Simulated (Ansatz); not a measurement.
Geometry optimisation, DFT PBE-D3(BJ), scalar-relativistic, plane waves, PAW (Ansatz 0.2.0).

Input file:

```yaml
crystal:
  lattice:
    - [11.18, 0.0, 0.0]
    - [0.0, 11.18, 0.0]
    - [0.0, 0.0, 11.18]
  atoms:
    - { symbol: Rb, position: [0.0, 0.0, 0.0] }
    - { symbol: Rb, position: [0.5, 0.0, 0.0] }
    - { symbol: Rb, position: [0.0, 0.5, 0.0] }
    - { symbol: Rb, position: [0.0, 0.0, 0.5] }
    - { symbol: Rb, position: [0.25, 0.25, 0.25] }
    - { symbol: Rb, position: [0.5, 0.5, 0.0] }
    - { symbol: Rb, position: [0.5, 0.0, 0.5] }
    - { symbol: Rb, position: [0.75, 0.25, 0.25] }
    - { symbol: Rb, position: [0.0, 0.5, 0.5] }
    - { symbol: Rb, position: [0.25, 0.75, 0.25] }
    - { symbol: Rb, position: [0.25, 0.25, 0.75] }
    - { symbol: Rb, position: [0.5, 0.5, 0.5] }
    - { symbol: Rb, position: [0.75, 0.75, 0.25] }
    - { symbol: Rb, position: [0.75, 0.25, 0.75] }
    - { symbol: Rb, position: [0.25, 0.75, 0.75] }
    - { symbol: Rb, position: [0.75, 0.75, 0.75] }
    - { symbol: H, position: [0.5023137, 0.8757777, 0.7474385] }
basis:
  ecutwfc: 420.0
kpoints:
  mp_grid: { grid: [2, 2, 2] }
hamiltonian:
  xc: pbe
  dispersion: d3bj
scf:
  occupations: { method: fermi_dirac, width: 0.1 }
  lower_state_search: "off"
relax:
  f_tol: 0.03
  max_steps: 60
  adjacent_minimum: "off"
```

Run as:

```bash
$ ansatz run input.yaml --threads 4 --pin off --max-ram 10240MiB --backend cpu --events-out ev --progress --plain --runs-dir out
```

Problem. Where does it end, and by what steps?

Solution. The run converged. The force dipped under the threshold on the way, but the program's further checks kept it going. Limits of this set-up: coarse k mesh, odd electron count without spin, a small cell, in which the defect meets its images. After 5 steps the energy has fallen by 0.165 eV; Rb2 moved furthest, 0.39 Å.

```json
{"step": "0", "energy less start (eV)": "0.0000", "largest force component (eV/Å)": "0.204", "accepted": "yes"}
{"step": "1", "energy less start (eV)": "-0.0489", "largest force component (eV/Å)": "0.175", "accepted": "yes"}
{"step": "2", "energy less start (eV)": "-0.1412", "largest force component (eV/Å)": "0.034", "accepted": "yes"}
{"step": "3", "energy less start (eV)": "-0.1470", "largest force component (eV/Å)": "0.023", "accepted": "yes"}
{"step": "4", "energy less start (eV)": "-0.1519", "largest force component (eV/Å)": "0.018", "accepted": "yes"}
{"step": "5", "energy less start (eV)": "-0.1648", "largest force component (eV/Å)": "0.012", "accepted": "yes"}
```

```xyz
17
Lattice="11.1800 0.0000 0.0000 0.0000 11.1800 0.0000 0.0000 0.0000 11.1800" Properties=species:S:1:pos:R:3
Rb 0.000 -0.140 -0.183
Rb 5.590 0.042 -0.385
Rb 0.002 5.806 0.088
Rb 0.000 -0.140 5.768
Rb 2.704 2.582 2.793
Rb 5.593 5.373 0.154
Rb 5.590 0.043 5.974
Rb 8.480 2.582 2.793
Rb 0.002 5.805 5.497
Rb 2.978 8.526 2.794
Rb 2.640 3.013 8.382
Rb 5.593 5.370 5.428
Rb 8.207 8.525 2.794
Rb 8.547 3.015 8.382
Rb 3.179 8.345 8.386
Rb 8.001 8.344 8.386
H 5.589 9.782 8.385
```

Whether the end is a true minimum wasn't checked by a vibrational analysis.

Run time: 70 s on 4 threads of Intel(R) Xeon(R) Platinum 8375C CPU @ 2.90GHz (Ice Lake), with other jobs on the host, peak memory 2.9 GiB.
